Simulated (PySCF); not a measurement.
# NbO2: relaxation and vibrations of the doublet

Aim: relax NbO2 as a doublet from a side-on start, check by its vibrations whether the end is a minimum, and collect its spectrum and constants.

Computed with PySCF 2.14.0. Level: PBE0, basis Nb def2-TZVP with ECP28, O def2-TZVP, scalar-relativistic core potentials, no spin–orbit coupling, density fitting.

### Step 1. The starting structure

3 atoms, charge 0, spin multiplicity 2.

Bond lengths: Nb1–O2 2.142 Å, Nb1–O3 2.142 Å, O2–O3 1.400 Å. Angles: O2–Nb1–O3 38.1°, Nb1–O2–O3 70.9°, Nb1–O3–O2 70.9°.

Z-matrix (Å, degrees; charge 0 multiplicity 2):
```
Nb
O  1 2.1420
O  1 2.1420 2 38.15
```

### Step 2. Finding the electronic state

One driver script runs all steps and calls PySCF; scf.py shows how it sets up the SCF of each step. The optimiser is the driver's own. After this first run the driver tries any further starts and a stability analysis.

scf.py

```python
from pyscf import gto, scf, dft
mol = gto.M(atom='''
Nb     0.000000     0.000000     0.000000
O      0.700000     0.000000     2.024390
O     -0.700000     0.000000     2.024390''',
    basis={'Nb': 'def2-TZVP', 'O': 'def2-TZVP'},
    ecp={'Nb': 'def2-TZVP'},
    charge=0, spin=1)
mf = dft.UKS(mol, xc='PBE0')
mf.grids.atom_grid = (50, 194)
aux = {'Nb': 'def2-universal-JKFIT', 'O': 'def2-universal-JKFIT'}
mf = mf.density_fit(auxbasis=aux)
mf.conv_tol = 1e-08
mf.diis_space = 10
mf.max_cycle = 60
mf.init_guess = 'minao'
mf.verbose = 4
mf.kernel()
```

The run is started by

```sh
> OMP_NUM_THREADS=4 python axn.py task.json out
```

Output:

```text
[... the frontier levels of the middle cycles are left out ...]
init E= -201.044533776906
[... the frontier-level lines of each cycle are left out ...]
cycle= 1 E= -203.18419374613  delta_E= -2.14  |g|= 2.88  |ddm|= 3.31
cycle= 2 E= -191.870818085099  delta_E= 11.3  |g|= 5.09  |ddm|= 4.08
cycle= 3 E= -205.800409432218  delta_E= -13.9  |g|= 1.17  |ddm|= 3.64
cycle= 4 E= -205.635424404139  delta_E= 0.165  |g|= 1.77  |ddm|= 2.66
cycle= 5 E= -206.330187644826  delta_E= -0.695  |g|= 1.28  |ddm|= 0.32
cycle= 6 E= -206.990189118133  delta_E= -0.66  |g|= 0.44  |ddm|= 0.528
cycle= 7 E= -207.077824458657  delta_E= -0.0876  |g|= 0.19  |ddm|= 0.365
cycle= 8 E= -207.10202291589  delta_E= -0.0242  |g|= 0.0374  |ddm|= 0.21
cycle= 9 E= -207.108628143056  delta_E= -0.00661  |g|= 0.0417  |ddm|= 0.182
cycle= 10 E= -207.112321689248  delta_E= -0.00369  |g|= 0.0374  |ddm|= 0.0943
cycle= 11 E= -207.116931616906  delta_E= -0.00461  |g|= 0.034  |ddm|= 0.134
cycle= 12 E= -207.123758403348  delta_E= -0.00683  |g|= 0.0245  |ddm|= 0.357
cycle= 13 E= -207.124002610014  delta_E= -0.000244  |g|= 0.0178  |ddm|= 0.0227
cycle= 14 E= -207.124429778695  delta_E= -0.000427  |g|= 0.00678  |ddm|= 0.0841
[... 2 cycles left out ...]
cycle= 17 E= -207.124643325664  delta_E= -9.9e-05  |g|= 0.00297  |ddm|= 0.0433
cycle= 18 E= -207.124711630851  delta_E= -6.83e-05  |g|= 0.00242  |ddm|= 0.0214
cycle= 19 E= -207.124893629426  delta_E= -0.000182  |g|= 0.00459  |ddm|= 0.0909
cycle= 20 E= -207.124928276932  delta_E= -3.46e-05  |g|= 0.00373  |ddm|= 0.0279
cycle= 21 E= -207.124948046296  delta_E= -1.98e-05  |g|= 0.000798  |ddm|= 0.0118
cycle= 22 E= -207.124960459671  delta_E= -1.24e-05  |g|= 0.00146  |ddm|= 0.0187
cycle= 23 E= -207.124964360552  delta_E= -3.9e-06  |g|= 0.00106  |ddm|= 0.00591
cycle= 24 E= -207.124969002397  delta_E= -4.64e-06  |g|= 0.00105  |ddm|= 0.0107
cycle= 25 E= -207.124970631346  delta_E= -1.63e-06  |g|= 0.000209  |ddm|= 0.00476
cycle= 26 E= -207.124971219782  delta_E= -5.88e-07  |g|= 0.000497  |ddm|= 0.00494
cycle= 27 E= -207.124971641922  delta_E= -4.22e-07  |g|= 9.16e-05  |ddm|= 0.00213
cycle= 28 E= -207.124971851846  delta_E= -2.1e-07  |g|= 0.000102  |ddm|= 0.00356
cycle= 29 E= -207.124971873081  delta_E= -2.12e-08  |g|= 2.28e-05  |ddm|= 0.000691
cycle= 30 E= -207.124971874758  delta_E= -1.68e-09  |g|= 4.78e-05  |ddm|= 0.000203
Extra cycle  E= -207.124971854794  delta_E= 2e-08  |g|= 0.000208  |ddm|= 0.000167
converged SCF energy = -207.124971854794  <S^2> = 1.9148797  2S+1 = 2.942706
```

This step, with its further starts and checks, needed 16 s of wall time on 4 threads of Arm Neoverse V1, shared host.

Energies from each starting density:

| start | energy (Eh) |
| --- | --- |
| the minimal-basis guess | -207.124972 |
| a thermally smeared density | -207.119894 |
| a smeared PBE density | -207.114294 |

The first run landed in a state that is too high. Following the other starts and the instabilities gains 21.3 kJ/mol (-207.13309 Eh), and the work goes on from there.

### Step 3. Relaxing the doublet from the side-on start

The program finds C2v symmetry in the start, which this walk keeps.

Edit scf.py of step 2 so:

```diff
@@ -3,3 +3,3 @@
-Nb     0.000000     0.000000     0.000000
-O      0.700000     0.000000     2.024390
-O     -0.700000     0.000000     2.024390''',
+Nb     0.000000     0.000000    -0.518510
+O      0.700000     0.000000     1.505880
+O     -0.700000     0.000000     1.505880''',
@@ -16 +15,0 @@
-mf.init_guess = 'minao'
```

Energy and gradient, step by step:

| step | energy (Eh) | change (kJ/mol) | largest symmetric gradient (Eh/bohr) |
| --- | --- | --- | --- |
| 0 | -207.133092 | 0.00 | 0.10884 |
| 1 | -207.160548 | -72.08 | 0.07728 |
| 2 | -207.171688 | -101.33 | 0.01666 |
| 3 | -207.172258 | -102.83 | 0.00845 |
| 4 | -207.172338 | -103.04 | 0.00036 |
| 5 | -207.172338 | -103.04 | 0.00004 |

The walk took 12 s.

Geometry (Å) and forces (eV/Å) at some steps:

```
step 0
Nb   0.000   0.000  -0.519   0.000  -0.002   5.597
O    0.700   0.000   1.506  -1.466   0.001  -2.798
O   -0.700   0.000   1.506   1.466   0.001  -2.798
step 1
Nb   0.000   0.000  -0.421   0.000  -0.001   3.974
O    0.687   0.000   1.457   0.500   0.001  -1.987
O   -0.687   0.000   1.457  -0.500   0.001  -1.987
step 3
Nb   0.000   0.000  -0.323   0.000   0.000  -0.435
O    0.710   0.000   1.408   0.153   0.000   0.217
O   -0.710   0.000   1.408  -0.153   0.000   0.217
step 5
Nb   0.000   0.000  -0.329   0.000   0.000   0.001
O    0.711   0.000   1.411   0.002   0.000   0.000
O   -0.711   0.000   1.411  -0.002   0.000   0.000
```

It settles in C2v symmetry, 103.0 kJ/mol below the start, after 5 steps: Nb–O 1.880 Å (×2), O–O 1.423 Å; Nb–O–O 67.8° (×2), O–Nb–O 44.5°.

### Step 4. Frequencies

On the finer grid the gradient is checked again; gradients at displacements of ±0.02 bohr then give force constants and infrared intensities.

Edit scf.py of step 3 so:

```diff
@@ -3,3 +3,3 @@
-Nb     0.000000     0.000000    -0.518510
-O      0.700000     0.000000     1.505880
-O     -0.700000     0.000000     1.505880''',
+Nb     0.000000     0.000000    -0.445643
+O      0.711422     0.000000     1.294329
+O     -0.711422     0.000000     1.294329''',
@@ -10 +10 @@
-mf.grids.atom_grid = (50, 194)
+mf.grids.atom_grid = (75, 302)
@@ -13 +13 @@
-mf.conv_tol = 1e-08
+mf.conv_tol = 1e-10
```

The driver hands on the density of the step before, so the log starts near convergence.

SCF at the final geometry:

```text
init E= -207.172325366779
[... the frontier-level lines of each cycle are left out ...]
cycle= 1 E= -207.172325366381  delta_E= 3.98e-10  |g|= 3.21e-05  |ddm|= 2.61e-05
cycle= 2 E= -207.172325362696  delta_E= 3.68e-09  |g|= 9.69e-05  |ddm|= 7.7e-05
cycle= 3 E= -207.172325366839  delta_E= -4.14e-09  |g|= 9.6e-07  |ddm|= 5.8e-05
cycle= 4 E= -207.17232536684  delta_E= -9.09e-13  |g|= 5.48e-07  |ddm|= 1.34e-06
Extra cycle  E= -207.172325366841  delta_E= -1.14e-12  |g|= 1.05e-06  |ddm|= 1.9e-06
converged SCF energy = -207.172325366841  <S^2> = 1.5248152  2S+1 = 2.6644438
```

The whole step took 29 s.

Geometry: C2v; Nb–O 1.880 Å (×2), O–O 1.423 Å; Nb–O–O 67.8° (×2), O–Nb–O 44.5°.

Modes, for the most abundant isotopes:

```
ω (cm⁻¹)  IR (km/mol)
     498          0.0
     665         69.4
    1009         96.9
```

No imaginary mode, so this is a minimum.

Here the density breaks the symmetry of the frame, and no labels are given.

Properties at this point:

| Quantity | Value |
| --- | --- |
| Dipole moment | 3.73 D |
| Highest occupied level | -5.44 eV |
| Lowest empty level | -2.52 eV |
| Rotational constants | 1.041, 0.234, 0.1911 cm⁻¹ |
| Zero-point energy | 13.0 kJ/mol |
| Principal polarisabilities | 76.2, 80.8, 85.4 bohr³ |
| Atomisation energy without zero-point energy | 828 kJ/mol |
| Principal traceless quadrupole moments about the centre of mass | -2.02, 0.16, 1.87 D Å |
| Entropy at 298.15 K and 1 bar (electronic part: spin only) | 270.2 J/(mol K) |
| Heat capacity Cp at 298.15 K | 43.8 J/(mol K) |
| Enthalpy at 298.15 K above 0 K | 10.94 kJ/mol |
| Rotational symmetry number | 2 |
| Spin squared ⟨S²⟩ | 1.525 |

Charges (e) and bond orders:

```json
{"atom": "Nb1", "Mulliken": "0.62", "Löwdin": "0.32", "polar tensor": "0.84", "spin (Mulliken)": "1.08", "Mayer order to Nb1": "–"}
{"atom": "O2,3", "Mulliken": "-0.31", "Löwdin": "-0.16", "polar tensor": "-0.42", "spin (Mulliken)": "-0.04", "Mayer order to Nb1": "1.14"}
```

Outer orbital energies (eV). α occupied: -23.11, -13.21, -12.47, -12.41, -9.51, -7.74, -6.17, -5.52; empty: -2.52, -2.17, -2.03, -1.76. β occupied: -30.45, -23.15, -13.02, -12.57, -12.45, -9.47, -7.84, -5.44; empty: -2.25, -2.05, -1.81, -1.51.

Mulliken populations on Nb1 (outside its core potential): s 2.93, p 6.20, d 3.20, f 0.05.

### Step 5. What came out

| quantity | value |
| --- | --- |
| minimum | broken-symmetry (Ms = 1/2), C2v |
| geometry | Nb–O 1.880 Å (×2), O–O 1.423 Å; Nb–O–O 67.8° (×2), O–Nb–O 44.5° |
| wavenumbers (cm⁻¹) | 498, 665, 1009 |
| dipole moment | 3.73 D |
| highest occupied, lowest empty level (either spin) | -5.44, -2.52 eV |
| polar-tensor charge of Nb1 | +0.84 e |
| zero-point energy | 13.0 kJ/mol |
| entropy at 298.15 K | 270.2 J/(mol K) |
| atomisation energy (no zero-point energy) | 828 kJ/mol |
| ⟨S²⟩ | 1.525 |

In words: The side-on start keeps its C2v symmetry and ends in a minimum. The determinant is spin-contaminated (⟨S²⟩ = 1.52 against 0.75), so it is no pure spin state. In the infrared the band at 1009 cm⁻¹ leads. The first SCF alone would have been 21 kJ/mol too high. Other starts or spin states, not run here, may lie lower. The SCF density has lower symmetry than the nuclear frame. One determinant may miss the lowest occupation of an open d or f shell.

The search up to here took 57 s.
